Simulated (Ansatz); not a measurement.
# Ge₂H₃+ (triplet): wave-function methods side by side, cc-pVDZ

One table from this session's results is given with a row withheld; the runs are named, their logs left out.

Computed with Ansatz 0.2.0, Gaussian basis. Level: cc-pVDZ, core rule «outside noble gas», up to 28 orbitals frozen.

Plan: UHF; CCSD(T) on ROHF; CCSD(T) on UHF; BCCD(T) on ROHF; CISD; CCSDT(Q) on ROHF; CCSDT(Q) on UHF; CASSCF and NEVPT2, 10 electrons in 11 orbitals.

19 further runs of the same task are left out: 6 that didn't finish, 13 set aside as unsound or not needed.

## The geometry

The geometry is a PBE0/def2-TZVP stationary point (not a proven minimum) of the parent state, kept for this charge and spin. No spin-orbit coupling is included. The filled d shell of Ge may be among the frozen orbitals whatever the setting's name suggests; the logs give the count.

5 atoms, charge 1, spin multiplicity 3.

Atoms are counted from 1 here; the program's logs count them from 0.

Bond lengths: Ge1–Ge2 2.489 Å, Ge1–H3 1.550 Å, Ge1–H4 1.544 Å, Ge1–H5 1.544 Å. Angles: Ge2–Ge1–H3 104.2°, Ge2–Ge1–H4 115.6°, Ge2–Ge1–H5 115.6°, H3–Ge1–H4 106.7°, H3–Ge1–H5 106.7°, H4–Ge1–H5 107.3°.

The first run:

in.yaml

```yaml
crystal:
  periodic: [false, false, false]
  atoms:
    - {symbol: Ge, position_ang: [-0.001989, 0.000001, 1.207499]}
    - {symbol: Ge, position_ang: [-0.001381, -0.000001, -1.281547]}
    - {symbol: H, position_ang: [1.500233, -0.000013, 1.588157]}
    - {symbol: H, position_ang: [-0.628647, 1.243483, 1.874144]}
    - {symbol: H, position_ang: [-0.628670, -1.243469, 1.874145]}
basis:
  gaussian: {orbitals: cc-pVDZ}
total_charge: 1
magnetization: {spin_polarized: true, initial_magnetization: 2}
hamiltonian: {xc: hf}
output: {orbitals: {seedname: orbitals}}
```

The run is started by

```bash
ansatz run in.yaml --threads 1 --pin off --events-out ev --progress --plain --max-ram 2393MiB
```

Steps of the session up to this table: UHF; CCSD(T) on ROHF; CCSD(T) on UHF; BCCD(T) on ROHF; CISD; CCSDT(Q) on ROHF; CCSDT(Q) on UHF; CASSCF and NEVPT2, 10 electrons in 11 orbitals.

One of the session's tables, all rows but one given; the rest of the session is left out.

| method | from UCCSDT(Q) (meV) |
| --- | --- |
| ROHF | +4942.5 |
| UHF | +4814.2 |
| RMP2 | +1200.1 |
| UMP2 | ? |
| CISD | +498.8 |
| RCCSD | +161.4 |
| UCCSD | +148.1 |
| RCCSD(T) | +44.3 |
| UCCSD(T) | +34.6 |
| BCCD(T) | +43.9 |
| RCCSDT | +14.6 |
| UCCSDT | +4.5 |
| RCCSDT(Q) | +10.1 |
| UCCSDT(Q) | 0 |
| CASSCF valence | +2909.7 |
| NEVPT2 valence | +821.8 |

Q: Estimate the row for UMP2 from the others.

As computed: from UCCSDT(Q) (meV): +1199.8. In the column «from UCCSDT(Q) (meV)» it lies between NEVPT2 valence (+821.8) and RMP2 (+1200.1).

Among the levels timed on like hardware and quicker than the yardstick, those that no quicker one beats, quickest first: CISD (8 s, +498.8 meV); RCCSD(T) (21 s, +44.3 meV); BCCD(T) (22 s, +43.9 meV); UCCSD(T) (24 s, +34.6 meV); RCCSDT(Q) (53 s, +10.1 meV).

To keep in mind: Restricted and unrestricted rows rest on different reference determinants; where their highest levels disagree by more than a few hundredths of an eV, they describe different states and don't form one ladder.
